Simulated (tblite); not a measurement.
# C4H10AlO4S: the cost of one run

Programs: tblite 0.8.0 and PySCF 2.14.0, with density-fitted response routines of our own. Each step states its level of theory. These are calculated values for one molecule, in the gas phase or a continuum, unless marked as measured. Atoms are numbered from 0 throughout.

**1. The molecule as given**

20 atoms, charge -1, multiplicity 1; geometry from: force field or distance geometry start.

Bonds of the start (Å): O0–S1 1.49, S1–O2 1.50, S1–O3 1.68, S1–C4 1.76, C4–C5 1.52, C5–C6 1.51, C6–C7 1.52, C7–O8 1.40, O8–Al9 1.80, O8–C4 1.37, C4–H10 1.12, C5–H11 1.10, C5–H12 1.12, C6–H13 1.10, C6–H14 1.09, C7–H15 1.09, C7–H16 1.12, Al9–H17 1.59, Al9–H18 1.61, Al9–H19 1.61.

**2. Optimising the geometry with GFN2-xTB**

The job: settings as JSON, then the geometry in Å.

```
{"job": {"kind": "relax", "xc": "GFN2-xTB", "basis": "xTB"}, "charge": -1, "multiplicity": 1}
O     -2.714200    -1.661000    -0.649400
S     -1.270800    -1.770600    -0.304100
O     -0.536100    -2.091700    -1.572600
O     -1.129200    -3.008800     0.816600
C     -0.791300    -0.239900     0.429200
C     -1.032500     0.910000    -0.528200
C      0.118500     1.839900    -0.233600
C      0.711800     1.203900     1.013200
O      0.489400    -0.175100     0.899600
Al     1.744800    -0.972400    -0.113500
H     -1.492600    -0.077600     1.283000
H     -1.113300     0.619000    -1.582100
H     -1.960100     1.435200    -0.185700
H     -0.281400     2.831900     0.002900
H      0.790600     1.821900    -1.097200
H      1.766200     1.460100     1.159100
H      0.087700     1.559600     1.866600
H      1.473200    -0.920700    -1.676800
H      3.166000    -0.252600     0.140900
H      1.968100    -2.500400     0.329200
```

Command:

```
$ OMP_NUM_THREADS=1 python probes_run.py task.json out
```

This one command runs all jobs of the session in turn.

Q: Estimate the wall time and peak memory of this first job on 1 thread of Arm Neoverse N1, shared host.

About 2.9 s, with a peak of 0.18 GiB.
